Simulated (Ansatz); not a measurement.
# Cr: the cost of one run

Computed with Ansatz 0.2.0 (the levels named in each step, unless a step's input says otherwise).

### Step 1. The system as given

As a file:

```xyz
1

Cr    0.0000    0.0000    0.0000
```

### Step 2. Single point, PBE0/def2-TZVPPD

Contents of input.yaml:

```yaml
crystal:
  periodic: [false, false, false]
  atoms:
    - { symbol: Cr, position_ang: [0.0, 0.0, 0.0] }
magnetization:
  spin_polarized: true
  initial_magnetization: 5
total_charge: -1
basis:
  gaussian: { orbitals: def2-TZVPPD.json }
hamiltonian:
  xc: pbe0
```

Started as:

```
$ ansatz run input.yaml --threads 2 --pin off --max-ram 5120MiB --backend cpu --events-out ev --progress --plain --runs-dir out
```

**Question.** How long does this run take on 2 threads of Intel Xeon at 2.50GHz (Skylake/Cascade Lake), shared host, and how much memory does it need?

About 1.9 s, with a peak of 0.12 GiB.
